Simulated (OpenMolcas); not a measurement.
# Ti: CASSCF and CASPT2 terms and fine-structure levels

Wanted: the level scheme of Ti from active-space wave functions, then second-order correlation.

Program: OpenMolcas 26.06. Level of theory: state-averaged CASSCF and CASPT2, spin-orbit coupling by RASSI with atomic mean-field integrals. These are calculated values, not measurements, unless marked.

### 1 What is computed

* Species: Ti (titanium, Z = 22, 22 electrons)
* Basis: ANO-R3 [7s5p5d3f2g1h], 97 functions
* Scalar Hamiltonian: X2C, finite nucleus
* Inactive shells: 1s 2s 2p 3s 3p
* Active space: 4 electrons in 6 orbitals (3d 4s)
* Some configurations of this space: 3d² 4s², 3d³ 4s, 3d⁴
* Orbitals: optimised for the ground-state spin in each parity, averaged over the low roots

The outer shells:

3d2 4s2
```
3d [↑ ][↑ ][  ][  ][  ]
4s [↑↓]
```

3d3 4s
```
3d [↑ ][↑ ][↑ ][  ][  ]
4s [↑ ]
```

3d4
```
3d [↑ ][↑ ][↑ ][↑ ][  ]
```

The work runs as a chain of OpenMolcas steps in one folder; each step below is one input file. Labels, J, g values, rates, χT and fits are worked out afterwards by a script from the matrices that RASSI stores.

### 2 Basis and integrals

The input, a.inp:

```
&GATEWAY
Coord
1

Ti 0.0 0.0 0.0
Basis=ANO-R3
Group=XYZ
NoMove
AngMom=0.0 0.0 0.0
AMFI
&SEWARD
```

Launch:

```
$ OMP_NUM_THREADS=1 MOLCAS_MEM=1689 MOLCAS_PROJECT=a pymolcas a.inp > a.log
```

### 3 Reference wave functions, triplets of even parity, 55 roots

The input, a.inp:

```
&RASSCF
FileOrb=start.orb
Symmetry=1
Spin=3
nActEl=4 0 0
Inactive=3 6
Ras2=6 0
CIRoot=55 55 1
SDav=105
CIMx=300
Iter=120 100
PrWF=0.3
OrbListing=Nothing
MaxOrb=0
Atom
>>> COPY $Project.JobIph JOB001
```

start.orb holds the contracted functions of the basis, ordered by shell, or the orbitals of the step before.

### 4 Reference wave functions, quintets of even parity, 15 roots

The input, a.inp:

```
&RASSCF
FileOrb=start.orb
Symmetry=1
Spin=5
nActEl=4 0 0
Inactive=3 6
Ras2=6 0
CIRoot=15 15 1
SDav=15
CIMx=300
Iter=120 100
PrWF=0.3
OrbListing=Nothing
MaxOrb=0
Atom
CIOnly
>>> COPY $Project.JobIph JOB002
```

### 5 Reference wave functions, singlets of even parity, 105 roots

The input, a.inp:

```
&RASSCF
FileOrb=start.orb
Symmetry=1
Spin=1
nActEl=4 0 0
Inactive=3 6
Ras2=6 0
CIRoot=105 105 1
SDav=105
CIMx=300
Iter=120 100
PrWF=0.3
OrbListing=Nothing
MaxOrb=0
Atom
CIOnly
>>> COPY $Project.JobIph JOB003
```

### 6 RASSI: spin-orbit coupling between the states

The input, a.inp:

```
&RASSI
NrOfJobIphs=3 55 10 49
1 2 3 4 5 6 7 8 9 10 11 12 13 14 15 16 17 18 19 20 21 22 23 24 25 26 27
28 29 30 31 32 33 34 35 36 37 38 39 40 41 42 43 44 45 46 47 48 49 50 51
52 53 54 55
1 2 3 4 5 6 7 8 9 10
1 2 3 4 5 6 7 8 9 10 11 12 13 14 15 16 17 18 19 20 21 22 23 24 25 26 27
28 29 30 31 32 33 34 35 36 37 38 39 40 41 42 43 44 45 46 47 48 49
IphNames
JOB001
JOB002
JOB003
EJob
SpinOrbit
DIPRint=1.0
SOCoupling=1000.0
Subsets=2
MEES
Property=10
'ANGMOM' 1 'ANGMOM' 2 'ANGMOM' 3 'MLTPL  1' 1 'MLTPL  1' 2 'MLTPL  1' 3
'AMFI' 1 'AMFI' 2 'AMFI' 3 'MLTPL  2' 6
SOProperty=3
'ANGMOM' 1 'ANGMOM' 2 'ANGMOM' 3
```

### 7 CASPT2: IPEA 0.25, imaginary shift 0.1 (closed shells correlated: 3s 3p)

The input, a.inp:

```
>>> COPY JOB001 $Project.JobIph
&CASPT2
Multistate=55 1 2 3 4 5 6 7 8 9 10 11 12 13 14 15 16 17 18 19 20 21 22
23 24 25 26 27 28 29 30 31 32 33 34 35 36 37 38 39 40 41 42 43 44 45 46
47 48 49 50 51 52 53 54 55
Frozen=2 3
IPEA=0.25
Imaginary=0.1
MaxIter=60
WThr=0.0 0.3 0.05
PrWF=0.5
NoMix
>>> COPY JOB002 $Project.JobIph
&CASPT2
Multistate=10 1 2 3 4 5 6 7 8 9 10
Frozen=2 3
IPEA=0.25
Imaginary=0.1
MaxIter=60
WThr=0.0 0.3 0.05
PrWF=0.5
NoMix
>>> COPY JOB003 $Project.JobIph
&CASPT2
Multistate=49 1 2 3 4 5 6 7 8 9 10 11 12 13 14 15 16 17 18 19 20 21 22
23 24 25 26 27 28 29 30 31 32 33 34 35 36 37 38 39 40 41 42 43 44 45 46
47 48 49
Frozen=2 3
IPEA=0.25
Imaginary=0.1
MaxIter=60
WThr=0.0 0.3 0.05
PrWF=0.5
NoMix
```

(Steps that only read results are left out.)

Q: Predict the outcome of this session. Wanted: lowest level; first excited level; lowest level of another term; spin-orbit lowering of the lowest level; strongest of the lines computed, by gA.

As calculated:

```
                                                                                   quantity                                                                        value
                                                                                     method  SS-CASPT2, IPEA 0.25, imaginary shift 0.1 (closed shells correlated: 3s 3p)
                                                                               lowest level                                   3d² 4s² ³F₂, 100 % of that term, g = 0.666
                                                                ground level listed by NIST                                                                          3F2
                                                                        first excited level                                                      3d² 4s² ³F₃ at 143 cm⁻¹
                                                               lowest level of another term                                                      3d³ 4s ⁵F₁ at 4930 cm⁻¹
                                                    spin-orbit lowering of the lowest level                                                                     189 cm⁻¹
strongest of the lines computed, by gA (one parity, so forbidden lines), at CASSCF energies                        3d³ 4s ³F₄(2) → 3d² 4s² ³F₄, 424 nm, A = 1.07e+00 s⁻¹
```

What each method costs and misses:

| method | time of its own steps | time with the reference | mean absolute difference from the measured levels (cm-1) |
| --- | --- | --- | --- |
| A. CASSCF | 76 s | 76 s | 5600 |
| B. SS-CASPT2, IPEA 0.25, imaginary shift 0.1, +3s 3p | 1.9 min | 3.2 min | 1300 |

Times are of one thread on a shared host.

The multiplet ³F is regular; its intervals divided by the larger J differ by 3 % of their mean, where Landé's rule for pure LS coupling makes them equal. Method B lies closest to the measured levels (1300 cm⁻¹ on average) and A farthest (5600). Only the configurations of the active space and the roots asked for are present. The quintets, singlets rest on orbitals optimised for another spin in at least one step, which raises them against the optimised states. Not all states of the active space went into the spin-orbit step. CASPT2 does not keep the components of a term degenerate, and the means are used. Reference weights range from 0.83 to 0.92, which points to intruder states or a small active space for some roots. Configurations with different d counts are hard to place against each other, and can be off by thousands to tens of thousands of cm-1. Only valence configurations of the active space appear, up to the ionisation limit; * or ° marks odd parity.
